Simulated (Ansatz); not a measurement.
# H2OSeTe: single points off equilibrium

The task here is to estimate one member of a computed series from the others.

The runs use Ansatz 0.2.0, Gaussian basis; single points in def2-TZVPP.

Cores are frozen in the correlated methods. Filled d shells of the heavier atoms are correlated. Core potentials replace the inner electrons past krypton, and spin-orbit coupling is left out.

## Starting geometry

SMILES `O[Se][TeH]`, 5 atoms, charge 0, spin multiplicity 1.

Atoms are counted from 1 here; the program's logs count them from 0.

Bond lengths: O1–Se2 1.813 Å, O1–H4 1.056 Å, Se2–Te3 2.484 Å, Te3–H5 1.598 Å. Angles: Se2–O1–H4 116.7°, O1–Se2–Te3 102.4°, Se2–Te3–H5 96.2°.

As a file:

```xyz
5
charge 0, multiplicity 1
O    -1.2125   -0.6287   -0.7043
Se   -0.5829   -0.2634    0.9560
Te    1.4409    1.0946    0.4738
H    -2.1243   -0.1719   -0.9776
H     2.4141   -0.1403    0.1901
```

The first run:

Input file run/in.yaml:

```yaml
crystal:
  periodic: [false, false, false]
  atoms:
    - {symbol: O, position_ang: [-1.212500, -0.628700, -0.704300]}
    - {symbol: Se, position_ang: [-0.582900, -0.263400, 0.956000]}
    - {symbol: Te, position_ang: [1.440900, 1.094600, 0.473800]}
    - {symbol: H, position_ang: [-2.124300, -0.171900, -0.977600]}
    - {symbol: H, position_ang: [2.414100, -0.140300, 0.190100]}
basis:
  gaussian: {orbitals: def2-TZVPP}
correlation: {method: ccsd_t}
output: {forces: true}
```

No record of the launch command was kept for these runs.

Steps of the session up to this table: CCSD(T)/def2-TZVPP; PBE0-D4/def2-TZVPP; wB97M-V/def2-TZVPP; r2SCAN-D4/def2-TZVPP; PBE-D4/def2-TZVPP; BHLYP-D4/def2-TZVPP; HSE06-D4/def2-TZVPP.

One of the session's tables, all rows but one given; the rest of the session is left out.

```
   method  RMS force component (eV/Å)  angle to CCSD(T) forces (°)  dipole (D)
  CCSD(T)                       1.297                    reference        1.03
  PBE0-D4                       1.340                          5.5        1.04
  wB97M-V                       1.311                          4.7        1.07
r2SCAN-D4                       1.296                          4.5        1.02
   PBE-D4                       1.253                         12.5        1.02
 BHLYP-D4                       1.467                          9.1        1.12
 HSE06-D4                           ?                            ?           ?
```

Q: Estimate the row for HSE06-D4 from the others.

**Answer.** RMS force component (eV/Å): 1.337; angle to CCSD(T) forces (°): 5.4; dipole (D): 1.04. In the column «RMS force component (eV/Å)» it lies between wB97M-V (1.311) and PBE0-D4 (1.340).
